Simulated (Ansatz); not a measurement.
# AlBH2OSe: one structure at several levels

One table from this session's results is given with a row withheld; the runs are named, their logs left out.

Program: Ansatz 0.2.0, Gaussian basis. Level of theory: single points in def2-TZVPP. These are calculated values, not measurements.

Correlated methods freeze the cores. Filled d shells of the heavier atoms are correlated. B3LYP uses VWN-RPA correlation.

**Starting geometry**

SMILES `[BH]1O[Se][AlH]1`, 6 atoms, charge 0, spin multiplicity 1.

Atoms are counted from 1 here; the program's logs count them from 0.

Bond lengths: B1–O2 1.378 Å, B1–Al4 2.092 Å, B1–H5 1.122 Å, O2–Se3 1.926 Å, Se3–Al4 2.377 Å, Al4–H6 1.542 Å. Angles: O2–B1–Al4 84.0°, O2–B1–H5 119.8°, Al4–B1–H5 156.0°, B1–O2–Se3 126.9°, O2–Se3–Al4 66.3°, B1–Al4–Se3 82.9°, B1–Al4–H6 151.0°, Se3–Al4–H6 125.7°.

Coordinates:

```xyz
6
AlBH2OSe
B     1.02550    0.05800   -0.54420
O     0.57090   -1.18670   -0.16470
Se   -1.04150   -1.57910    0.81250
Al   -0.70960    0.73880    0.40500
H     1.95910    0.14650   -1.15950
H    -1.71140    1.86270    0.73820
```

The first run:

Input file run/in.yaml:

```yaml
crystal:
  periodic: [false, false, false]
  atoms:
    - {symbol: B, position_ang: [1.025500, 0.058000, -0.544200]}
    - {symbol: O, position_ang: [0.570900, -1.186700, -0.164700]}
    - {symbol: Se, position_ang: [-1.041500, -1.579100, 0.812500]}
    - {symbol: Al, position_ang: [-0.709600, 0.738800, 0.405000]}
    - {symbol: H, position_ang: [1.959100, 0.146500, -1.159500]}
    - {symbol: H, position_ang: [-1.711400, 1.862700, 0.738200]}
basis:
  gaussian: {orbitals: def2-TZVPP}
correlation: {method: ccsd_t}
output: {forces: true}
```

No record of the launch command was kept for these runs.

Among the steps run: CCSD(T)/def2-TZVPP; PBE0-D4/def2-TZVPP; wB97M-V/def2-TZVPP; r2SCAN-D4/def2-TZVPP; PBE-D4/def2-TZVPP; B3LYP-D4/def2-TZVPP; HSE06-D4/def2-TZVPP.

One of the session's tables, all rows but one given; the rest of the session is left out.

```
   method  RMS force component (eV/Å)  angle to CCSD(T) forces (°)  dipole (D)
  CCSD(T)                       1.050                    reference        1.43
  PBE0-D4                       1.122                          9.0        1.38
  wB97M-V                       1.054                          9.0        1.55
r2SCAN-D4                           ?                            ?           ?
   PBE-D4                       1.103                          8.8        1.11
 B3LYP-D4                       1.051                          8.7        1.42
 HSE06-D4                       1.122                          8.9        1.37
```

**Question.** Estimate the row for r2SCAN-D4.

The run gave: RMS force component (eV/Å): 1.091; angle to CCSD(T) forces (°): 5.6; dipole (D): 1.27. In the column «RMS force component (eV/Å)» it lies between wB97M-V (1.054) and PBE-D4 (1.103).
